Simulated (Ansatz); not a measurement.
# Be2Cd2O: the cost of one run

Program: Ansatz 0.2.0. Level of theory: DFT PBE, scalar-relativistic, plane waves, PAW. These are calculated values, not measurements.

## Step 1: The system as given

The structure is tetragonal, space group P4/mmm (No. 123). Conventional cell: a = 3.866 Å, b = 3.866 Å, c = 5.245 Å, α = 90.00°, β = 90.00°, γ = 90.00°. Around Be (site symmetry 4mm) lie 4 Cd at 2.37 Å and 2 Be at 2.52 to 2.73 Å and 4 O at 3.01 Å. Around Cd (site symmetry mmm) lie 4 Be at 2.37 Å and 4 Cd at 2.73 Å and 4 O at 3.26 Å. O (site symmetry 4/mmm) is surrounded by 8 Be at 3.01 Å and 8 Cd at 3.26 Å.

As a file:

```
Be Cd O
1.0
     3.86645    0.00000    0.00000
     0.00000    3.86645    0.00000
     0.00000    0.00000    5.24473
Be Cd O
2 2 1
Direct
  0.50000 0.50000 0.24000
  0.50000 0.50000 0.76000
  0.00000 0.50000 0.50000
  0.50000 0.00000 0.50000
  0.00000 0.00000 0.00000
```

A structure generator made this guess: species swapped into a database cell of CeMg2Si2 (P4/mmm, No. 123), with O on the Ce sites, Cd on the Mg sites and Be on the Si sites. The dimensions are guesses.

## Step 2: Probe: one point on a coarse mesh

Contents of input.yaml:

```yaml
crystal:
  lattice:
    - [3.86645095, 0.0, 0.0]
    - [0.0, 3.86645095, 0.0]
    - [0.0, 0.0, 5.24472687]
  atoms:
    - { symbol: Be, position: [0.5, 0.5, 0.23999999] }
    - { symbol: Be, position: [0.5, 0.5, 0.76000001] }
    - { symbol: Cd, position: [0.0, 0.5, 0.5] }
    - { symbol: Cd, position: [0.5, 0.0, 0.5] }
    - { symbol: O, position: [0.0, 0.0, 0.0] }
basis:
  ecutwfc: 420
kpoints:
  mp_grid: { grid: [4, 4, 4] }
hamiltonian:
  xc: pbe
scf:
  occupations: { method: gaussian, width: 0.1 }
  lower_state_search: "off"
output:
  forces: true
  stress: true
  eigenvalues: true
```

Started as:

```
ansatz run input.yaml --threads 1 --pin off --max-ram 2560MiB --backend cpu --events-out ev --progress --plain --runs-dir out
```

What time and memory should one allow on 1 thread of AMD EPYC 7R43 (Zen 3), shared host?

About 2.7 s, with a peak of 0.39 GiB.
